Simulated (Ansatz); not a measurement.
**As₂H (quartet): from Hartree-Fock to the top rungs, cc-pVDZ**

How much of the correlation energy of As₂H (quartet) does each wave-function method recover here?

Method: cc-pVDZ, core rule «outside noble gas», up to 28 orbitals frozen; program: Ansatz 0.2.0, Gaussian basis.

The runs, in order: UHF; CCSD(T) on ROHF; CCSD(T) on UHF; BCCD(T) on ROHF; CISD as a restricted active space (open shells left free, so some higher excitations enter); CCSDT(Q) on ROHF; CCSDT(Q) on UHF; CCSDTQ on ROHF; CCSDTQ on UHF; CASSCF and MRCISD+Q, 11 electrons in 9 orbitals; CASSCF and NEVPT4(SD), 11 electrons in 9 orbitals; CASSCF and NEVPT2, 11 electrons in 9 orbitals.

3 further runs of the same task are left out: 3 set aside as unsound or not needed. Runs told in other sessions of the task aren't counted.

## 1. The geometry

The geometry is a PBE0/def2-TZVP stationary point (not a proven minimum). No spin-orbit coupling is included. The filled d shell of As may be among the frozen orbitals whatever the setting's name suggests.

3 atoms, charge 0, spin multiplicity 4.

Atoms are counted from 1 here; the program's logs count them from 0.

Bond lengths: As1–As2 2.491 Å, As1–H3 1.530 Å. Angles: As2–As1–H3 92.0°.

Coordinates:

```
As    0.0000   -0.5251    0.8030
As    0.0000   -0.4773   -1.6877
H     0.0000    1.0024    0.8847
```

## 2. UHF

The input, in.yaml:

```yaml
crystal:
  periodic: [false, false, false]
  atoms:
    - {symbol: As, position_ang: [0.000000, -0.525099, 0.802993]}
    - {symbol: As, position_ang: [0.000000, -0.477272, -1.687686]}
    - {symbol: H, position_ang: [0.000000, 1.002371, 0.884693]}
basis:
  gaussian: {orbitals: cc-pVDZ}
magnetization: {spin_polarized: true, initial_magnetization: 3}
hamiltonian: {xc: hf}
output: {orbitals: {seedname: orbitals}}
```

Command:

```sh
> ansatz run in.yaml --threads 1 --pin off --events-out ev --progress --plain --max-ram 2816MiB --backend cpu
```

The runs that follow: CCSD(T) on ROHF; CCSD(T) on UHF; BCCD(T) on ROHF; CISD as a restricted active space (open shells left free, so some higher excitations enter); CCSDT(Q) on ROHF; CCSDT(Q) on UHF; CCSDTQ on ROHF; CCSDTQ on UHF; CASSCF and MRCISD+Q, 11 electrons in 9 orbitals; CASSCF and NEVPT4(SD), 11 electrons in 9 orbitals; CASSCF and NEVPT2, 11 electrons in 9 orbitals.

Before running them: what should the planned runs give, taken together? Wanted: UCCSDTQ from the RHF energy; RMP2 from UCCSDTQ; UMP2 from UCCSDTQ; RCCSD from UCCSDTQ; RCCSD(T) from UCCSDTQ; UCCSD(T) from UCCSDTQ; RCCSDT(Q) from UCCSDTQ; UCCSDT(Q) from UCCSDTQ; NEVPT2 valence from UCCSDTQ.

**Answer**, as computed:

| quantity | value |
| --- | --- |
| UCCSDTQ from the ROHF energy | -5.4868 eV |
| RMP2 from UCCSDTQ | +1098.9 meV |
| UMP2 from UCCSDTQ | +1124.2 meV |
| RCCSD from UCCSDTQ | +205.4 meV |
| RCCSD(T) from UCCSDTQ | +54.2 meV |
| UCCSD(T) from UCCSDTQ | +44.4 meV |
| RCCSDT(Q) from UCCSDTQ | +11.8 meV |
| UCCSDT(Q) from UCCSDTQ | +1.0 meV |
| NEVPT2 valence from UCCSDTQ | +953.5 meV |
| NEVPT4(SD) valence from UCCSDTQ | +66.2 meV |
| MRCISD+Q valence from UCCSDTQ | +8.3 meV |
| levels within 1 kcal/mol (43 meV) | RCCSDT, UCCSDT, RCCSDT(Q), UCCSDT(Q), RCCSDTQ, MRCISD+Q valence |
| T1 diagnostic | 0.020 |
| effectively unpaired electrons | 3.04 |

RCCSD(T) lands +54.2 meV from the yardstick (1.0 % of the correlation energy). One determinant dominates. Of the multireference levels listed MRCISD+Q valence comes nearest in total energy (+8.3 meV), which doesn't show that its space is the better one. These misses are within one basis, not against nature; the frozen cores of restricted and unrestricted runs differ, which can shift their rows.

With open shells the CI space here admits some higher excitations, so it is larger than plain CISD.
